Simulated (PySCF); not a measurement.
# H4O4V (V(OH)4): the cost of one run

Computed with PySCF 2.14.0 and routines of our own; the level stands in each step. Atoms count from 0.

## 1. The starting structure

9 atoms, charge 0, states of the metal's open shell are computed; geometry from: model start, shaken.

## 2. Relaxing the molecule at PBE0-D3(BJ)/def2-TZVP

What the job is given:

```
{"job": {"xc": "PBE0", "basis": "def2-TZVP", "d3": "d3bj", "grid": 1, "maxiter": 45, "kind": "geom"}, "charge": 0, "metal": "V", "open_shell": "d1"}
V      0.000020     0.004480    -0.004110
O      1.020100     1.026640     1.018580
H      0.780440     1.931010     1.337840
O     -1.042760    -1.026110     1.038810
H     -0.777960    -1.924870     1.344790
O     -1.023030     1.013290    -1.040320
H     -1.939430     0.760200    -1.372850
O      1.029930    -1.052470    -1.029390
H      1.913260    -0.782340    -1.382980
```

Launch:

```
$ OMP_NUM_THREADS=1 python lf_run.py task.json out
```

This one command runs all jobs of the session in turn.

Q: Estimate the wall time and peak memory of this first job on 1 thread of Arm Neoverse V1, shared host.

About 3.1 min, with a peak of 0.76 GiB.
